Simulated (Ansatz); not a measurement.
# H3C4S4N: the cost of one run

Program: Ansatz 0.2.0. Level of theory: DFT r2SCAN+D3(BJ), plane waves, PAW, scalar-relativistic, no spin polarisation. These are calculated values, not measurements.

## Step 1: The starting structure

The cell holds 36 atoms (C12H9N3S12): a = 9.185 Å, b = 9.185 Å, c = 9.185 Å, α = 90.00°, β = 90.00°, γ = 90.00°.

Its coordinates follow in the input file.

## Step 2: Preparing the start

input.yaml reads:

```yaml
accuracy: low
crystal:
  lattice:
    - [9.185058, 0.0, 0.0]
    - [0.0, 9.185058, 0.0]
    - [0.0, 0.0, 9.185058]
  atoms:
    - { symbol: C, position: [0.1103045, 0.4848888, 0.8042713] }
    - { symbol: C, position: [0.1777909, 0.3632419, 0.8813541] }
    - { symbol: "N", position: [0.2322276, 0.2651175, 0.9435316] }
    - { symbol: H, position: [0.0636392, 0.5617071, 0.8820209] }
    - { symbol: H, position: [0.1913654, 0.5415351, 0.7383618] }
    - { symbol: H, position: [0.0238752, 0.4452174, 0.7329981] }
    - { symbol: C, position: [0.4254038, 1.0376821, 0.6818601] }
    - { symbol: C, position: [0.3256905, 0.9145093, 0.6684489] }
    - { symbol: "N", position: [0.2452585, 0.8151541, 0.657631] }
    - { symbol: H, position: [0.4026431, 1.0980167, 0.781687] }
    - { symbol: H, position: [0.5377739, 0.9991347, 0.6851424] }
    - { symbol: H, position: [0.4126761, 1.1108646, 0.5890913] }
    - { symbol: C, position: [0.752529, 0.1813619, 0.8751621] }
    - { symbol: C, position: [0.6964754, 0.1394851, 1.0179853] }
    - { symbol: "N", position: [0.6512607, 0.1057059, 1.1331912] }
    - { symbol: H, position: [0.6927897, 0.2753918, 0.83377] }
    - { symbol: H, position: [0.8676977, 0.2095851, 0.8831209] }
    - { symbol: H, position: [0.7403185, 0.091397, 0.7984749] }
    - { symbol: S, position: [0.8332065, 0.8353763, 0.1456614] }
    - { symbol: C, position: [0.8251194, 0.6804262, 0.2150327] }
    - { symbol: S, position: [0.8170323, 0.5254761, 0.2844039] }
    - { symbol: S, position: [0.2850403, 0.4415912, 0.3700905] }
    - { symbol: C, position: [0.3910108, 0.5739893, 0.3587629] }
    - { symbol: S, position: [0.4969812, 0.7063874, 0.3474354] }
    - { symbol: S, position: [0.0491642, 0.9900004, 0.4683549] }
    - { symbol: C, position: [0.1053759, 0.9561143, 0.311577] }
    - { symbol: S, position: [0.1615876, 0.9222282, 0.1547992] }
    - { symbol: S, position: [0.9725577, 0.8689791, 0.8293729] }
    - { symbol: C, position: [0.8501853, 0.7904944, 0.7413249] }
    - { symbol: S, position: [0.7278129, 0.7120097, 0.6532769] }
    - { symbol: S, position: [0.445884, 0.55482, 0.9967454] }
    - { symbol: C, position: [0.4755953, 0.5304376, 0.8311856] }
    - { symbol: S, position: [0.5053066, 0.5060551, 0.6656258] }
    - { symbol: S, position: [0.8913871, 0.1864805, 0.233258] }
    - { symbol: C, position: [0.8587645, 0.2672819, 0.3791834] }
    - { symbol: S, position: [0.826142, 0.3480834, 0.5251087] }
basis:
  ecutwfc: 500.0
kpoints:
  mp_grid: { grid: [1, 1, 1] }
hamiltonian:
  xc: r2scan
  dispersion: d3bj
scf:
  occupations: { method: fermi_dirac, width: 0.02 }
  lower_state_search: "off"
relax:
  f_tol: 0.3
  max_steps: 15
  adjacent_minimum: "off"
```

Launch:

```sh
> ansatz run input.yaml --threads 2 --pin off --max-ram 5120MiB --backend cpu --events-out ev --progress --plain --runs-dir out
```

What time and memory should one allow on 2 threads of Arm Neoverse V1, shared host?

About 4.7 min, with a peak of 1.3 GiB.
